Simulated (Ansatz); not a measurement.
# H₃NOSn: ionisation energy by level of theory

The task here is to estimate one member of a computed series from the others.

The runs use Ansatz 0.2.0, Gaussian basis; unrestricted cation, the program's frozen cores in correlated methods.

Levels to be run: UKS PBE-D4/def2-TZVPP; UKS r2SCAN-D4/def2-TZVPP; UKS PBE0-D4/def2-TZVPP; UKS B3LYP-D4/def2-TZVPP; UKS wB97X-V/def2-TZVPP; UKS wB97M-V/def2-TZVPP; UKS B2PLYP/def2-TZVPP; UHF-CCSD(T)/def2-TZVPP; UHF-MP2/def2-QZVPP; extrapolation to the limit; then −ε(HOMO) from the neutral's earlier runs with LDA (SPW92), PBE-D4, revPBE-D4, BLYP-D4, r2SCAN-D4, B97M-V, PBE0-D4, B3LYP-D4, r2SCANh-D4, r2SCAN0-D4, HSE06-D4, BHLYP-D4, CAM-B3LYP-D4, LC-ωPBE, ωB97X-V, ωB97M-V.

## The geometry

The geometry comes from an earlier relaxation with PBE0-D4 in a triple-zeta def2 set; it is a stationary point. Sn takes the def2 core potential; no spin-orbit term is included.

6 atoms, charge 0, spin multiplicity 1.

Atoms are counted from 1 here; the program's logs count them from 0.

Bond lengths: N1–Sn2 2.022 Å, N1–H4 1.009 Å, N1–H5 1.009 Å, Sn2–O3 1.984 Å, O3–H6 0.960 Å. Angles: Sn2–N1–H4 123.1°, Sn2–N1–H5 126.2°, H4–N1–H5 110.7°, N1–Sn2–O3 96.6°, Sn2–O3–H6 116.5°.

The first run:

in.yaml reads:

```yaml
crystal:
  periodic: [false, false, false]
  atoms:
    - {symbol: N, position_ang: [-0.651972, 0.039347, -0.837723]}
    - {symbol: Sn, position_ang: [0.664292, -1.311697, -0.110003]}
    - {symbol: O, position_ang: [1.247229, -0.240758, 1.454626]}
    - {symbol: H, position_ang: [-1.195893, -0.116652, -1.672630]}
    - {symbol: H, position_ang: [-0.862268, 0.942484, -0.438785]}
    - {symbol: H, position_ang: [0.840712, 0.623175, 1.558416]}
basis:
  gaussian: {orbitals: def2-TZVPP}
total_charge: 1
magnetization: {spin_polarized: true, initial_magnetization: 1}
hamiltonian: {xc: pbe, dispersion: d4}
```

Run with:

```bash
> ansatz run in.yaml --threads 4 --pin off --events-out ev --progress --plain --max-ram 10444MiB
```

Steps of the session up to this table: Cation, UKS PBE-D4/def2-TZVPP; Cation, UKS r2SCAN-D4/def2-TZVPP; Cation, UKS PBE0-D4/def2-TZVPP; Cation, UKS B3LYP-D4/def2-TZVPP; Cation, UKS wB97X-V/def2-TZVPP; Cation, UKS wB97M-V/def2-TZVPP; Cation, UKS B2PLYP (frozen core)/def2-TZVPP; Cation, UHF-CCSD(T)/def2-TZVPP; Cation, UHF-MP2/def2-QZVPP.

One table of the session follows, with a row left open; its other results are not shown here.

For comparison, −ε(HOMO) of the neutral from earlier runs:

| functional | −ε(HOMO) (eV) |
| --- | --- |
| LDA (SPW92) | 6.14 |
| PBE-D4 | 5.93 |
| revPBE-D4 | 5.85 |
| BLYP-D4 | 5.79 |
| r2SCAN-D4 | 6.23 |
| B97M-V | 6.22 |
| PBE0-D4 | ? |
| B3LYP-D4 | 7.04 |
| r2SCANh-D4 | 6.74 |
| r2SCAN0-D4 | 7.52 |
| HSE06-D4 | 6.89 |
| BHLYP-D4 | 8.32 |
| CAM-B3LYP-D4 | 8.65 |
| LC-ωPBE | 9.83 |
| ωB97X-V | 9.55 |
| ωB97M-V | 9.50 |

Estimate the missing values for PBE0-D4.

As computed: −ε(HOMO) (eV): 7.30. In the column «−ε(HOMO) (eV)» it lies between B3LYP-D4 (7.04) and r2SCAN0-D4 (7.52).
